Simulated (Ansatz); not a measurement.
# CdCP2: the cell at several levels of theory, part 2 of 2

The system is CdCP2, ordered on the zincblende lattice (I-42d) with 8 atoms a cell, a generated structure that needn't be the ground state.

Ansatz 0.2.0, plane waves.

### Step 3. Relaxing with r2SCAN

The cell of step 2 is the starting point.

The input, input.yaml:

```yaml
crystal:
  lattice:
    - [-2.7572686825, 2.7572686825, 4.2370197455]
    - [2.7572686825, -2.7572686825, 4.2370197455]
    - [2.7572686825, 2.7572686825, -4.2370197455]
  atoms:
    - { symbol: Cd, position: [0.0, 0.0, 0.0] }
    - { symbol: P, position: [0.375, 0.4711791792, 0.5961791792] }
    - { symbol: Cd, position: [0.75, 0.25, 0.5] }
    - { symbol: P, position: [0.2211791792, 0.625, 0.0961791792] }
    - { symbol: C, position: [0.5, 0.5, 0.0] }
    - { symbol: P, position: [0.875, 0.7788208208, 0.4038208208] }
    - { symbol: C, position: [0.25, 0.75, 0.5] }
    - { symbol: P, position: [0.5288208208, 0.125, -0.0961791792] }
kpoints:
  mp_grid: { grid: [6, 6, 6] }
hamiltonian:
  xc: r2scan
scf:
  occupations: { method: fermi_dirac, width: 0.02 }
relax:
  f_tol: 0.005
  cell: {}
```

The run is started by

```sh
ansatz run input.yaml --threads 2 --pin off --max-ram 18432MiB --backend cpu --events-out ev --progress --plain --runs-dir out
```

Standard output:

```text
Engine: ansatz 0.2.0, x86_64-unknown-linux-gnu
Pseudopotentials: kind: paw
Pseudopotential: Cd, paw, valence charge 20, recommended cutoff 500 eV (meta_gga), Cd.paw.azcp
Pseudopotential: P, paw, valence charge 5, recommended cutoff 500 eV (meta_gga), P.paw.azcp
Pseudopotential: C, paw, valence charge 4, recommended cutoff 500 eV (meta_gga), C.paw.azcp
Functional definition: r2SCAN
  parameter k0 = 0.174
  parameter k1 = 0.065
  parameter a1 = 4.9479
  exchange = r2scan_x(k0 = k0, k1 = k1, a1 = a1)
  correlation = r2scan_c
Crystal: 8 atoms, lattice volume = 128.848 Å³
Basis set: ecut = 500 eV, 3311 PW (Γ), exchange–correlation on 180×180×180 points (64 copies of the dense FFT grid, shifted against one another)
Bands: 42, of which v1, the nominal top of the filled ones, is band 34 counted from 1 (33 counted from 0)
Symmetry: 8 space group operations
Space group: I-42d (ITA 122), of the structure as read, at distance tolerance 5.1e-5 Å
k-points: 30 of 216 (time reversal used)
Non-local potential: Cd, projectors of the file, l = 0: 3, l = 1: 2, l = 2: 2, l = 3: 1
Non-local potential: P, projectors of the file, l = 0: 2, l = 1: 2, l = 2: 2
Non-local potential: C, projectors of the file, l = 0: 2, l = 1: 2, l = 2: 1
PAW form: soft (Blöchl's): semilocal exchange-correlation on the pseudo side does not see the compensation charge
PAW frozen core: Cd, regenerated for the run's functional (the file was generated under x = pbe(κ = 0.804, μ = 0.2195149727645171), c = pbe(β = 0.06672455060314922))
PAW frozen core: P, regenerated for the run's functional (the file was generated under x = pbe(κ = 0.804, μ = 0.2195149727645171), c = pbe(β = 0.06672455060314922))
PAW frozen core: C, regenerated for the run's functional (the file was generated under x = pbe(κ = 0.804, μ = 0.2195149727645171), c = pbe(β = 0.06672455060314922))
PAW one-centre angular grid: Cd, 590 points (default); XC on 160 Gauss nodes
PAW one-centre angular grid: P, 302 points (default); XC on 160 Gauss nodes
PAW one-centre angular grid: C, 302 points (default); XC on 239 of its mesh's 2573 points in the sphere
Initial density: superposition of atomic densities (neutral atoms: chi_scale 0, normalization atom), corrected by the library's trained network
Initial wavefunctions: pseudopotential atomic-orbital guess
Functional: x = r2scan, c = r2scan; τ floored in thin density (d = 2e-4 eV/Å³)
SCF iter   1: F=—  HF=-20073.017953 eV  |F-HF|=—  |Δ(HF+E_count)|=         —  Δρ=8.99e-3  dr2=9.76e-2  dr2_τ=1.80e-1  ethr=1.77e-3  ⟨swp⟩=8.5  Hψ=5970  notcnv=0  defer=1
preconditioner: auto → Resta (q_TF=auto, 2.453 Å⁻¹)  ε∞=5.6  [insulator: Δε(μ)=0.348 eV  Ē_g=11.011 eV  σ=0.020 eV  W_gap=1.00  n_scr=26 (ndim 8)  ℏωp=23.6 eV  f_vac=0.000  D(μ)=0.00/eV (n_scr^D=0)  ε∞_Penn≈5.6]
SCF iter   2: F=—  HF=-20073.085931 eV  |F-HF|=—  |Δ(HF+E_count)|=   6.80e-2  Δρ=4.63e-3  dr2=1.59e-2  dr2_τ=1.70e-3  ethr=1.44e-4  ⟨swp⟩=3.9  Hψ=2662  notcnv=0  defer=74
SCF iter   3: F=—  HF=-20073.086873 eV  |F-HF|=—  |Δ(HF+E_count)|=   9.42e-4  Δρ=1.82e-3  dr2=2.57e-3  dr2_τ=2.59e-4  ethr=2.34e-5  ⟨swp⟩=2.3  Hψ=1656  notcnv=0  defer=44
automatic band count: iteration 3 solves 41 bands in place of 42: the levels show a gap, and the empty bands left out lie too high to hold charge; the band table lists the bands solved (type scf.n_extra_bands for more)
SCF iter   4: F=—  HF=-20073.087378 eV  |F-HF|=—  |Δ(HF+E_count)|=   5.05e-4  Δρ=2.81e-4  dr2=1.23e-4  dr2_τ=1.30e-5  ethr=3.79e-6  ⟨swp⟩=2.1  Hψ=1721  notcnv=0  defer=44
SCF iter   5: F=—  HF=-20073.087399 eV  |F-HF|=—  |Δ(HF+E_count)|=   2.13e-5  Δρ=1.02e-4  dr2=1.27e-5  dr2_τ=4.73e-7  ethr=1.81e-7  ⟨swp⟩=2.0  Hψ=1967  notcnv=0  defer=44
SCF iter   6: F=—  HF=-20073.087478 eV  |F-HF|=—  |Δ(HF+E_count)|=   7.87e-5  Δρ=2.54e-5  dr2=6.72e-7  dr2_τ=4.88e-8  ethr=1.87e-8  ⟨swp⟩=2.0  Hψ=1817  notcnv=0  defer=44
SCF iter   7: F=-20073.087478 eV  HF=-20073.087478 eV  |F-HF|=3.78e-9  |Δ(HF+E_count)|=   4.04e-7  Δρ=5.65e-6  dr2=4.09e-8  dr2_τ=1.73e-9  ethr=1.47e-10  ⟨swp⟩=6.0  Hψ=4596  notcnv=0
SCF 1 converged in 7 iterations: F = -20073.087478 eV  dr2 = 4.09e-8
relax step   1: F+E_penalty+E_count = -20073.08747801 eV  Δ(F+E_penalty+E_count) = +0.000e0 eV  max|allowed force component| = 3.811e-2 eV/Å  Δτ_max = 0.0000 Å  P = -1.509 GPa  Ω = 128.848 Å³  (7 SCF iters, dr2 threshold 1.00e-7 eV, accepted)
Crystal: 8 atoms, lattice volume = 127.029 Å³
Basis set: ecut = 500 eV, 3215 PW (Γ), exchange–correlation on 180×180×180 points (64 copies of the dense FFT grid, shifted against one another)
Initial density: handed on by an earlier stage of this run
Initial wavefunctions: those handed on with the density
iter 1 solved again at ethr=3.92e-6 eV; its pass at ethr=3.10e-3 eV (dr2=2.66e-3 eV) is discarded
SCF iter   1: F=—  HF=-20073.078253 eV  |F-HF|=—  |Δ(HF+E_count)|=         —  Δρ=1.51e-3  dr2=2.54e-3  dr2_τ=1.29e-2  ethr=3.92e-6  ⟨swp⟩=3.0  Hψ=5926  notcnv=0
automatic band count: iteration 1 solves 39 bands in place of 42: the levels show a gap, and the empty bands left out lie too high to hold charge; the band table lists the bands solved (type scf.n_extra_bands for more)
preconditioner: auto → Resta (q_TF=auto, 2.458 Å⁻¹)  ε∞=6.4  [insulator: Δε(μ)=0.297 eV  Ē_g=10.239 eV  σ=0.020 eV  W_gap=1.00  n_scr=26 (ndim 8)  ℏωp=23.8 eV  f_vac=0.000  D(μ)=0.00/eV (n_scr^D=0)  ε∞_Penn≈6.4]
SCF iter   2: F=—  HF=-20073.095183 eV  |F-HF|=—  |Δ(HF+E_count)|=   1.69e-2  Δρ=7.06e-4  dr2=5.49e-4  dr2_τ=4.06e-5  ethr=3.73e-6  ⟨swp⟩=2.0  Hψ=2340  notcnv=0
SCF iter   3: F=—  HF=-20073.095255 eV  |F-HF|=—  |Δ(HF+E_count)|=   7.17e-5  Δρ=3.71e-4  dr2=1.46e-4  dr2_τ=4.52e-6  ethr=8.07e-7  ⟨swp⟩=2.7  Hψ=1875  notcnv=0
SCF iter   4: F=—  HF=-20073.095283 eV  |F-HF|=—  |Δ(HF+E_count)|=   2.85e-5  Δρ=8.09e-5  dr2=1.00e-5  dr2_τ=1.37e-6  ethr=2.14e-7  ⟨swp⟩=2.7  Hψ=1811  notcnv=0
SCF iter   5: F=-20073.095284 eV  HF=-20073.095284 eV  |F-HF|=1.96e-7  |Δ(HF+E_count)|=   5.97e-7  Δρ=2.63e-5  dr2=7.41e-7  dr2_τ=2.21e-8  ethr=1.18e-9  ⟨swp⟩=4.0  Hψ=5325  notcnv=0
SCF 2 converged in 5 iterations: F = -20073.095284 eV  dr2 = 7.41e-7
relax step   2: F+E_penalty+E_count = -20073.09528398 eV  Δ(F+E_penalty+E_count) = -7.806e-3 eV  max|allowed force component| = 1.174e-1 eV/Å  Δτ_max = 0.0097 Å  P = -0.093 GPa  Ω = 127.029 Å³  energy of the carried Pulay correction = +5.073e-4 eV  (5 SCF iters, dr2 threshold 8.00e-7 eV, accepted)
Crystal: 8 atoms, lattice volume = 127.054 Å³
iter 1 solved again at ethr=2.99e-7 eV; its pass at ethr=3.10e-3 eV (dr2=2.04e-4 eV) is discarded
SCF iter   1: F=—  HF=-20073.096541 eV  |F-HF|=—  |Δ(HF+E_count)|=         —  Δρ=4.93e-4  dr2=1.75e-4  dr2_τ=3.25e-4  ethr=2.99e-7  ⟨swp⟩=3.2  Hψ=6003  notcnv=0
automatic band count: iteration 1 solves 39 bands in place of 42: the levels show a gap, and the empty bands left out lie too high to hold charge; the band table lists the bands solved (type scf.n_extra_bands for more)
preconditioner: auto → Resta (q_TF=auto, 2.458 Å⁻¹)  ε∞=6.4  [insulator: Δε(μ)=0.311 eV  Ē_g=10.236 eV  σ=0.020 eV  W_gap=1.00  n_scr=26 (ndim 8)  ℏωp=23.8 eV  f_vac=0.000  D(μ)=0.00/eV (n_scr^D=0)  ε∞_Penn≈6.4]
SCF iter   2: F=—  HF=-20073.096934 eV  |F-HF|=—  |Δ(HF+E_count)|=   3.93e-4  Δρ=2.80e-4  dr2=5.50e-5  dr2_τ=1.91e-6  ethr=2.57e-7  ⟨swp⟩=2.0  Hψ=1950  notcnv=0
SCF iter   3: F=—  HF=-20073.096955 eV  |F-HF|=—  |Δ(HF+E_count)|=   2.12e-5  Δρ=5.70e-5  dr2=2.98e-6  dr2_τ=2.58e-7  ethr=8.09e-8  ⟨swp⟩=2.1  Hψ=1509  notcnv=0
SCF iter   4: F=-20073.096956 eV  HF=-20073.096956 eV  |F-HF|=3.75e-8  |Δ(HF+E_count)|=   8.52e-7  Δρ=1.47e-5  dr2=2.69e-7  dr2_τ=3.66e-8  ethr=1.18e-9  ⟨swp⟩=5.2  Hψ=4421  notcnv=0
SCF 3 converged in 4 iterations: F = -20073.096956 eV  dr2 = 2.69e-7
relax step   3: F+E_penalty+E_count = -20073.09695627 eV  Δ(F+E_penalty+E_count) = -1.672e-3 eV  max|allowed force component| = 1.543e-2 eV/Å  Δτ_max = 0.0060 Å  P = -0.050 GPa  Ω = 127.054 Å³  energy of the carried Pulay correction = +5.002e-4 eV  (4 SCF iters, dr2 threshold 8.00e-7 eV, accepted)
Crystal: 8 atoms, lattice volume = 126.991 Å³
iter 1 solved again at ethr=2.18e-8 eV; its pass at ethr=3.10e-3 eV (dr2=1.48e-5 eV) is discarded
SCF iter   1: F=—  HF=-20073.096991 eV  |F-HF|=—  |Δ(HF+E_count)|=         —  Δρ=1.09e-4  dr2=1.34e-5  dr2_τ=2.80e-5  ethr=2.18e-8  ⟨swp⟩=3.0  Hψ=5745  notcnv=0
automatic band count: iteration 1 solves 39 bands in place of 42: the levels show a gap, and the empty bands left out lie too high to hold charge; the band table lists the bands solved (type scf.n_extra_bands for more)
preconditioner: auto → Resta (q_TF=auto, 2.459 Å⁻¹)  ε∞=6.4  [insulator: Δε(μ)=0.306 eV  Ē_g=10.238 eV  σ=0.020 eV  W_gap=1.00  n_scr=26 (ndim 8)  ℏωp=23.8 eV  f_vac=0.000  D(μ)=0.00/eV (n_scr^D=0)  ε∞_Penn≈6.4]
SCF iter   2: F=—  HF=-20073.097024 eV  |F-HF|=—  |Δ(HF+E_count)|=   3.26e-5  Δρ=5.82e-5  dr2=3.46e-6  dr2_τ=1.37e-7  ethr=1.98e-8  ⟨swp⟩=2.0  Hψ=2130  notcnv=0
SCF iter   3: F=—  HF=-20073.097024 eV  |F-HF|=—  |Δ(HF+E_count)|=   5.22e-7  Δρ=1.79e-5  dr2=2.92e-7  dr2_τ=3.52e-8  ethr=5.09e-9  ⟨swp⟩=3.0  Hψ=2149  notcnv=0
SCF iter   4: F=—  HF=-20073.097024 eV  |F-HF|=—  |Δ(HF+E_count)|=   1.03e-7  Δρ=5.14e-6  dr2=3.10e-8  dr2_τ=3.68e-9  ethr=4.29e-10  ⟨swp⟩=2.0  Hψ=1803  notcnv=0
SCF iter   5: F=-20073.097024 eV  HF=-20073.097024 eV  |F-HF|=1.74e-9  |Δ(HF+E_count)|=   1.58e-8  Δρ=1.61e-6  dr2=3.96e-9  dr2_τ=1.02e-10  ethr=2.19e-11  ⟨swp⟩=5.0  Hψ=4351  notcnv=0
SCF 4 converged in 5 iterations: F = -20073.097024 eV  dr2 = 3.96e-9
relax step   4: F+E_penalty+E_count = -20073.09702418 eV  Δ(F+E_penalty+E_count) = -6.791e-5 eV  max|allowed force component| = 2.016e-3 eV/Å  Δτ_max = 0.0009 Å  P = +0.004 GPa  Ω = 126.991 Å³  energy of the carried Pulay correction = +5.179e-4 eV  (5 SCF iters, dr2 threshold 1.49e-8 eV, accepted)
Initial wavefunctions: pseudopotential atomic-orbital guess (no wavefunctions were taken with the density)
iter 1 solved again at ethr=3.43e-7 eV; its pass at ethr=3.10e-3 eV (dr2=2.33e-4 eV) is discarded
SCF iter   1: F=—  HF=-20073.096454 eV  |F-HF|=—  |Δ(HF+E_count)|=         —  Δρ=2.24e-5  dr2=8.00e-8  dr2_τ=9.69e-7  ethr=3.43e-7  ⟨swp⟩=3.9  Hψ=9434  notcnv=0
eigensolver tolerance schedule: the retry pair's looser diagonalisation over-reported the residual by 2911.48 of it (diagonalisation noise at 0.47 of the residual, at the tolerance the schedule requests for it); recorded, not acted on — ethr = c·dr2/N_el stays at c = 1.0e-1
preconditioner: auto → Resta (q_TF=auto, 2.459 Å⁻¹)  ε∞=5.7  [insulator: Δε(μ)=0.307 eV  Ē_g=10.999 eV  σ=0.020 eV  W_gap=1.00  n_scr=26 (ndim 8)  ℏωp=23.8 eV  f_vac=0.000  D(μ)=0.00/eV (n_scr^D=0)  ε∞_Penn≈5.7]
SCF iter   2: F=—  HF=-20073.096527 eV  |F-HF|=—  |Δ(HF+E_count)|=   7.29e-5  Δρ=1.16e-5  dr2=2.31e-8  dr2_τ=2.06e-8  ethr=1.18e-10  ⟨swp⟩=3.8  Hψ=2766  notcnv=0
SCF iter   3: F=—  HF=-20073.096527 eV  |F-HF|=—  |Δ(HF+E_count)|=   6.36e-8  Δρ=1.52e-6  dr2=1.94e-9  dr2_τ=6.83e-10  ethr=3.39e-11  ⟨swp⟩=2.0  Hψ=2220  notcnv=0
SCF iter   4: F=—  HF=-20073.096527 eV  |F-HF|=—  |Δ(HF+E_count)|=  5.09e-10  Δρ=4.27e-7  dr2=1.67e-10  dr2_τ=2.38e-11  ethr=2.86e-12  ⟨swp⟩=2.0  Hψ=2030  notcnv=0
SCF iter   5: F=-20073.096527 eV  HF=-20073.096527 eV  |F-HF|=7.28e-12  |Δ(HF+E_count)|=  1.16e-10  Δρ=1.04e-7  dr2=1.60e-11  dr2_τ=1.53e-12  ethr=1.00e-12  ⟨swp⟩=5.0  Hψ=4465  notcnv=0
SCF 5 converged in 5 iterations: F = -20073.096527 eV  dr2 = 1.60e-11
relax step   5: F+E_penalty+E_count = -20073.09652680 eV  Δ(F+E_penalty+E_count) = +4.974e-4 eV  max|allowed force component| = 2.023e-3 eV/Å  Δτ_max = 0.0000 Å  P = +0.001 GPa  Ω = 126.991 Å³  stress off target by 2.76e-2 GPa  SCF on the basis re-selected at this cell (its energy is not comparable with the rows above)  (5 SCF iters)
basis re-selected at this cell: Δ(F+E_penalty+E_count) = +4.974e-4 eV, ΔP = -0.002 GPa vs the last step (what re-selecting the basis moved, of the pressure what is left beyond the Pulay correction that the steps carried, after the strain that the cell walked since its last selection, with what the two solves' SCF thresholds leave and, on support functions, any second-order correction that the steps lacked; it is no measure of the basis error at this ecutwfc). This SCF's stress stands 2.76e-2 GPa from its target on what of the cell is left free (relax.cell.stress_tol is 5.00e-2 GPa) and its largest allowed force component is 2.02e-3 eV/Å (relax.f_tol is 5.00e-3 eV/Å): within both
SCF converged after 5 iterations
Free energy (F): -20073.096527 eV
Harris-Foulkes:  -20073.096527 eV  (|F-HF|=7.28e-12)
Internal energy: -20073.096524 eV  (E = F + TS)
E sigma→0 (E₀):  -20073.096525 eV
Entropy (-TS):   -0.000003 eV (-0.000 meV/atom)
Fermi energy:    10.734754 eV
--- Per-component energies (eV) ---
  E_band       = -890.093276
  E_kinetic    = 1467.874767
  E_local      = -7932.945743  (includes V_loc(G=0)·N_el)
  E_nonlocal   = 251.707400
  E_hartree    = 3657.818758
  E_xc         = -666.208876
  E_vxc        = -885.061406  (∫ρ·V_xc dr)
  E_paw        = -10712.866645  (= ΣΔE_a)
  E_vpaw       = -1160.866742  (= ΣTr[D̂ρ^β])
  E_aug_tail   = 0.000021  (compensation charges beyond the density's cutoff)
  E_vtau       = 53.560875  (kinetic-family band-sum trace: ∫τ·v_τ [+ j·A + Jᵃ·Aᵃ] dr)
  E_ewald      = -6136.933747
  E_core_change = -1.542458  (= ΣΔE_core)
  E_smearing   = -0.000003  (= −TS)
  E_closure    = -0.000000  (closes the sum)
  Σ components = -20073.096527   (vs F -20073.096527, Δ=0.00e0)
--- Forces (eV/Å), atoms counted from 1 ---
  atom   1  Cd     0.00000000     0.00000000    -0.00000000
  atom   2  P      0.00202333     0.00000000     0.00000000
  atom   3  Cd     0.00000000    -0.00000000    -0.00000000
  atom   4  P      0.00000000     0.00202333     0.00000000
  atom   5  C     -0.00000000     0.00000000     0.00000000
  atom   6  P     -0.00202333     0.00000000     0.00000000
  atom   7  C     -0.00000000    -0.00000000     0.00000000
  atom   8  P      0.00000000    -0.00202333     0.00000000
  max |Σ_I F_I| component: 3.12e-17 eV/Å
--- Stress (GPa, compression-positive) ---
        0.015659       0.000000       0.000000
        0.000000       0.015659       0.000000
        0.000000       0.000000      -0.027551
  P = ⅓ Tr σ = 0.0013 GPa (0.013 kbar)
--- Relaxed structure (4 steps of the walk, 4 accepted, 1 SCFs on fresh bases) ---
  F+E_penalty+E_count = -20073.09652680 eV   max|allowed force component| = 2.023e-3 eV/Å   (the final SCF, on the basis selected at the relaxed cell)
  cell:  # Å, volume = 126.9909 Å³
    - [-2.7478560178494806, 2.7478560178494806, 4.204600097627334]
    - [2.7478560178494806, -2.7478560178494806, 4.204600097627334]
    - [2.7478560178494806, 2.7478560178494806, -4.204600097627334]
  atoms:
    - { symbol: Cd, position: [-1.720320016228296e-20, 3.6864000347748774e-20, 1.9660800185465803e-20] }
    - { symbol: P, position: [0.375, 0.47067161748384084, 0.5956716174838408] }
    - { symbol: Cd, position: [0.7500000000000001, 0.24999999999999994, 0.5000000000000001] }
    - { symbol: P, position: [0.2206716174838408, 0.6249999999999999, 0.09567161748384079] }
    - { symbol: C, position: [0.49999999999999994, 0.49999999999999994, 1.9660800185466646e-20] }
    - { symbol: P, position: [0.8749999999999998, 0.7793283825161592, 0.4043283825161592] }
    - { symbol: C, position: [0.24999999999999994, 0.7500000000000001, 0.5000000000000001] }
    - { symbol: P, position: [0.5293283825161592, 0.12499999999999989, -0.09567161748384082] }
```

Wall time 40 s (2 threads of AMD EPYC 7R13 (Zen 3), shared host); peak memory 0.92 GiB.

The steps:

```tsv
step	energy change (meV/atom)	largest force (eV/Å)	pressure (GPa)	volume (Å³/atom)
1	0.0	0.0381	-1.51	16.106
2	-1.0	0.1174	-0.09	15.879
3	-1.2	0.0154	-0.05	15.882
4	-1.2	0.0020	0.00	15.874
5	-1.1	0.0020	0.00	15.874
```

Step 5 solves the same cell on a plane-wave basis chosen anew, so the energy can jump there without a move.

The table lists every geometry solved, with passes on a fresh basis, whose energies don't compare exactly with the rows above.

|  | before | after | change |
| --- | --- | --- | --- |
| a (Å) | 5.515 | 5.496 | -0.34 % |
| c (Å) | 8.474 | 8.409 | -0.77 % |
| volume (Å³/atom) | 16.106 | 15.874 | -1.44 % |
| shortest distance (Å) | 1.934 | 1.927 | -0.40 % |
| space group | I-42d | I-42d | same |

### Step 4. Results

This closing draws on all 2 parts.

```
 level  a (Å)  c (Å)  volume (Å³/atom)  space group  SCF geometries
   PBE  5.515  8.474            16.106        I-42d              12
r2SCAN  5.496  8.409            15.874        I-42d               5
```

In words: From the start to the first minimum the volume moved by +8.1 %. r2SCAN gives the smallest cell and PBE the largest; they differ by 1.5 % in volume, a mean of 0.5 % in length.
